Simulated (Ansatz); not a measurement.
# CH4AlBrS: the cost of one run

Program: Ansatz 0.2.0. Level of theory: RKS PBE0-D4/def2-SVP. These are calculated values, not measurements.

### 1 The starting structure

Bond lengths: Al1–Br2 2.814 Å, Al1–S3 2.132 Å, Al1–C5 1.979 Å, C5–H6 1.096 Å, C5–H7 1.095 Å, C5–H8 1.095 Å. Angles: Br2–Al1–S3 95.3°, Br2–Al1–C5 107.9°, S3–Al1–C5 156.8°, Al1–C5–H6 109.9°, Al1–C5–H7 112.3°, Al1–C5–H8 112.4°, H6–C5–H7 107.9°, H6–C5–H8 107.1°, H7–C5–H8 107.0°.

Structure file:

```xyz
8

Al   -0.5806    0.1908   -0.2420
Br    0.4670   -1.5398   -2.1980
S    -2.3991    0.5850   -1.2824
H    -1.2501   -0.5306   -2.0824
C     0.7361    0.3109    1.2303
H     1.3859   -0.5721    1.2220
H     0.2562    0.3669    2.2131
H     1.3846    1.1888    1.1395
```

### 2 Pulling towards end A

Springs on the bonds that form and break draw the guess towards this end; the thresholds are loose.

Input file input.yaml:

```yaml
crystal:
  periodic: [false, false, false]
  atoms:
    - { symbol: Al, position_ang: [-0.5806, 0.1908, -0.242] }
    - { symbol: Br, position_ang: [0.467, -1.5398, -2.198] }
    - { symbol: S, position_ang: [-2.3991, 0.585, -1.2824] }
    - { symbol: H, position_ang: [-1.2501, -0.5306, -2.0824] }
    - { symbol: C, position_ang: [0.7361, 0.3109, 1.2303] }
    - { symbol: H, position_ang: [1.3859, -0.5721, 1.222] }
    - { symbol: H, position_ang: [0.2562, 0.3669, 2.2131] }
    - { symbol: H, position_ang: [1.3846, 1.1888, 1.1395] }
basis:
  gaussian: { orbitals: def2-SVP }
hamiltonian:
  xc: pbe0
  dispersion: d4
relax:
  f_tol: 0.15
  max_steps: 25
  restrain:
    - { distance: [3, 1], at: 2.81, k: 30.0 }
    - { distance: [0, 1], at: 2.41, k: 30.0 }
    - { distance: [3, 2], at: 1.36, k: 30.0 }
```

The run is started by

```console
> ansatz run input.yaml --threads 2 --pin off --max-ram 3072MiB --backend cpu --events-out ev --progress --plain --runs-dir out
```

Q: Estimate wall time and peak memory on 2 threads of Arm Neoverse V1, shared host.

About 28 s, with a peak of 0.23 GiB.
